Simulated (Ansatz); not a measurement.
What does this script print? It uses the Python package of Ansatz (0.2.0).

`md_hfpbo3.py`:
```python
# -*- coding: utf-8 -*-
"""Born-Oppenheimer dynamics of HfPbO3."""

import ansatz as az
from ase import Atoms
from ase.neighborlist import neighbor_list
import numpy as np

FILLING = "Fixed"
FUNCTIONAL = "pbesol"
KMESH = (1, 2, 2)
N_STEPS = 12
TEMPERATURE_K = 300

xtal = (
    az.Lattice.from_parameters(4.155481, 4.155481, 4.155481, alpha=90.0, beta=90.0, gamma=90.0)
    .atom("Hf", [0.5, 0.5, 0.5])
    .atom("Pb", [0.0, 0.0, 0.0])
    .atom("O", [0.0, 0.5, 0.5])
    .atom("O", [0.5, 0.0, 0.5])
    .atom("O", [0.5, 0.5, 0.0])
)

# a coarse mesh keeps each step cheap
base = (
    xtal.supercell(2, 1, 1).calculation()
    .occupations(FILLING)
    .functional(FUNCTIONAL)
    .basis(17 * az.Ha)
    .kpoints(*KMESH)
    .md(az.Ensemble.NVT_LANGEVIN, timestep=1.0, steps=N_STEPS, temperature=TEMPERATURE_K, friction=0.01, initial_velocities="maxwell_boltzmann", seed=232)
)
steps = []


def collect(event):
    if event["event"] == "md_step":
        steps.append(event["data"])


res = base.session().plan().execute(on_event=collect)
summary = res.report

for s in steps[::2]:
    print("%3d %7.1f fs  total %.4f eV  T %6.1f K" % (s["step"], s["time_fs"], s["lagrangian_ev"] + s["e_kin_ev"], s["temperature_k"]))

temperature = np.array([s["temperature_k"] for s in steps])
print(f"mean temperature of the second half {temperature[len(steps) // 2 :].mean():.1f} K")


symbols = [site.symbol for site in res.lattice.sites]
pairs = np.concatenate([neighbor_list("d", Atoms(symbols, positions=s["positions_ang"], cell=res.lattice.cell_ang, pbc=True), 4.5) for s in steps[len(steps) // 2 :]])
counts, edges = np.histogram(pairs, bins=np.arange(0.5, 4.51, 0.25))
for low, count in zip(edges, counts / (len(symbols) * len(steps[len(steps) // 2 :]))):
    print(f"{low:4.2f}-{low + 0.25:4.2f} A  {count:6.2f} neighbours an atom")
```

`python md_hfpbo3.py` gives:
```text
DeckWarning: md: disabling space-group detection — thermal motion breaks the input geometry's symmetry, so no spatial operation reduces the k-mesh or symmetrises the density; time reversal is kept, [...]
  0     0.0 fs  total -58079.1433 eV  T  270.0 K
  2     2.0 fs  total -58079.0920 eV  T  307.7 K
  4     4.0 fs  total -58079.0953 eV  T  300.4 K
  6     6.0 fs  total -58079.0338 eV  T  340.5 K
  8     8.0 fs  total -58079.0849 eV  T  294.9 K
 10    10.0 fs  total -58079.1005 eV  T  279.6 K
 12    12.0 fs  total -58079.0735 eV  T  301.3 K
mean temperature of the second half 300.3 K
0.50-0.75 A    0.00 neighbours an atom
0.75-1.00 A    0.00 neighbours an atom
1.00-1.25 A    0.00 neighbours an atom
1.25-1.50 A    0.00 neighbours an atom
1.50-1.75 A    0.00 neighbours an atom
1.75-2.00 A    0.03 neighbours an atom
2.00-2.25 A    2.37 neighbours an atom
2.25-2.50 A    0.00 neighbours an atom
2.50-2.75 A    0.00 neighbours an atom
2.75-3.00 A    8.34 neighbours an atom
3.00-3.25 A    1.26 neighbours an atom
3.25-3.50 A    0.00 neighbours an atom
3.50-3.75 A    3.20 neighbours an atom
3.75-4.00 A    0.00 neighbours an atom
4.00-4.25 A    5.86 neighbours an atom
4.25-4.50 A    0.14 neighbours an atom
```
(Warnings from the package without file and line, shortened.)

Notes:
- Absolute energies stand on the zero of these potentials, so only differences at equal settings mean something. A total without «per atom» is that of the cell as typed.
- The run is spin-unpolarised.
- The k-point mesh is coarse, and energy and stress weren't tested for convergence.
- Spin-orbit coupling, which matters for elements this heavy, is left out.
- The structure comes from a database of computed cells and needn't be a stable or known phase.
- A small cell, a coarse mesh and a very short run: it shows the set-up and gives no equilibrium averages.
- It ran for 56 s on 1 thread of Intel(R) Xeon(R) Processor @ 2.50GHz (Skylake/Cascade Lake), on a shared host, peak memory 0.59 GiB.

(A comment or docstring line of the script was reworded after the run, the code is as it ran; lines on the test bed's own set-up are left out of the output.)
